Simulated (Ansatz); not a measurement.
**C2H4F2 (1,1-difluoroethane): PBE-QIDH/6-311+G(d,p)**

Aim: the electronic atomisation energy of C2H4F2 (1,1-difluoroethane) at PBE-QIDH/6-311+G**, from 4 runs. 

Program for the calculation: Ansatz 0.2.0.

55 further runs of the same task are left out: 55 set aside as unsound or not needed.

## 1. The system as given

The species is C2H4F2 (8 atoms), meant as a singlet with charge 0. SMILES: `CC(F)F`. The coordinates come from a PBE0-D4/def2-TZVP relaxation.

Bond lengths: C1–C2 1.497 Å, C2–F3 1.361 Å, C2–F4 1.361 Å, C1–H5 1.091 Å, C1–H6 1.091 Å, C1–H7 1.090 Å, C2–H8 1.095 Å. Some angles: C1–C2–F3 110.3°, C1–C2–F4 110.3°, F3–C2–F4 107.0°, C1–C2–H8 114.0°, F3–C2–H8 107.5°, F4–C2–H8 107.5°, C2–C1–H5 109.4°, C2–C1–H6 109.9°, C2–C1–H7 109.9°, H5–C1–H6 109.3°.

## 2. A single-point energy at PBE-QIDH/6-311+G(d,p)

Contents of run.yaml:

```yaml
crystal:
  periodic: [false, false, false]
  atoms:
    - symbol: C
      position_ang: [0.003300, 0.777600, 0.023300]
    - symbol: C
      position_ang: [-0.052000, -0.718200, -0.008200]
    - symbol: F
      position_ang: [0.925500, -1.243400, 0.779100]
    - symbol: F
      position_ang: [0.168200, -1.172100, -1.271900]
    - symbol: H
      position_ang: [0.981400, 1.111900, -0.325400]
    - symbol: H
      position_ang: [-0.157200, 1.132800, 1.041800]
    - symbol: H
      position_ang: [-0.771000, 1.190600, -0.624000]
    - symbol: H
      position_ang: [-1.006100, -1.136400, 0.329500]
basis:
  gaussian: {orbitals: 6-311+G_st__st_.json}
hamiltonian: {xc: {name: PBE-QIDH}}
correlation: {frozen_orbitals: {C: 1, F: 1, H: 0}}
accuracy: high
output: {orbitals: {seedname: orbitals}}
```

The basis set 6-311+G** is read from a file made from the Basis Set Exchange's data (not shown).

Run with:

```sh
$ ansatz run run.yaml --threads 1 --pin off --max-ram 3480MiB --events-out events.jsonl --progress --plain --runs-dir runs
```

Standard output:

```text
Warning: RAYON_NUM_THREADS=1 ignored (pool sized by the plan → 1); use --threads N
Functional definition: PBE-QIDH
  name "PBE-QIDH"
  parameter a = 3^(-1/3)
  parameter c = 1/3
  exchange = (1 - a)*pbe_x + a*exact_x
  correlation = (1 - c)*pbe_c + c*(mp2_os + mp2_ss)
2216 factors; integrals over basis functions are off by at most 3.7e-9 eV
mean field evaluation 1: about -7555.5886 eV, gradient 3.7e1 eV
mean field evaluation 2: about -7555.6482 eV, gradient 3.7e1 eV
mean field evaluation 4: about -7558.2661 eV, gradient 3.1e0 eV
mean field evaluation 8: about -7558.2877 eV, gradient 3.0e-2 eV
mean field evaluation 16: about -7558.2877 eV, gradient 1.3e-5 eV
mean field -7558.28766852 eV, -277.7619486266 hartree, gradient 3.5e-8 eV, S^2 0.000000; 0 other end points of the search recorded, 0 dependent functions left out
4 core orbitals not correlated: weight in the atoms' cores, before any rotation towards them, 1.000 or more for the frozen orbitals, at most 0.000 for the correlated occupied ones
reference -7558.28767038 eV, -277.7619486950 hartree; 13, 13 occupied and 95, 95 virtual orbitals, 2216 factors
second order -21.65546192 eV of doubles, -0.00000000 eV of singles
Total energy: -7565.50615769 eV, -278.0272232107 hartree
```

Wall time 13 s (1 thread of Arm Neoverse V1, shared host); peak memory 0.36 GiB.

## 3. The C atom at the same level

Contents of in.yaml:

```yaml
crystal:
  periodic: [false, false, false]
  atoms:
    - symbol: C
      position_ang: [0.000000, 0.000000, 0.000000]
basis:
  gaussian:
    orbitals: 6-311+G_st__st_.json
magnetization:
  spin_polarized: true
  initial_magnetization: 2
hamiltonian:
  xc: {name: PBE-QIDH}
correlation:
  frozen_orbitals: {C: 1}
accuracy: high
```

The basis set 6-311+G** is read from a file made from the Basis Set Exchange's data (not shown).

Run the same way, it converges to -37.79412 Eh (log not shown).

## 4. The F atom at the same level

Contents of in.yaml:

```yaml
crystal:
  periodic: [false, false, false]
  atoms:
    - {symbol: F, position_ang: [0.000000, 0.000000, 0.000000]}
basis:
  gaussian:
    orbitals: 6-311+G_st__st_.json
magnetization:
  spin_polarized: true
  initial_magnetization: 1
hamiltonian:
  xc: {name: PBE-QIDH}
correlation:
  frozen_orbitals: {F: 1}
accuracy: high
```

The basis set 6-311+G** is read from a file made from the Basis Set Exchange's data (not shown).

Run the same way, it converges to -99.64124 Eh (log not shown).

## 5. The H atom

Contents of input.yaml:

```yaml
crystal:
  periodic: [false, false, false]
  atoms:
    - symbol: H
      position_ang: [0.000000, 0.000000, 0.000000]
basis:
  gaussian: {orbitals: 6-311+G_st__st_.json}
hamiltonian: {xc: {name: PBE-QIDH}}
accuracy: high
correlation: {frozen_orbitals: {H: 0}}
magnetization: {spin_polarized: true, initial_magnetization: 1}
```

The basis set 6-311+G** is read from a file made from the Basis Set Exchange's data (not shown).

Run the same way, it converges to -0.50179 Eh (log not shown).

## 6. Summary of results

At PBE-QIDH/6-311+G**, 4 core orbitals frozen:

| quantity | value |
| --- | --- |
| molecule: total energy | -278.02722 Eh |
| molecule: HOMO energy (SCF part's orbitals) | -12.59 eV |
| molecule: LUMO energy (SCF part's orbitals) | 1.32 eV |
| molecule: HOMO–LUMO gap (SCF part's orbitals) | 13.91 eV |
| C atom: total energy | -37.79412 Eh |
| C atom: ⟨S²⟩ | 2.005 |
| F atom: total energy | -99.64124 Eh |
| F atom: ⟨S²⟩ | 0.752 |
| H atom: total energy | -0.50179 Eh |
| H atom: ⟨S²⟩ | 0.750 |
| electronic atomisation energy | 31.275 eV |

Taking the molecule apart into free atoms costs 31.28 eV (3018 kJ/mol), before zero-point energy and without spin-orbit coupling.
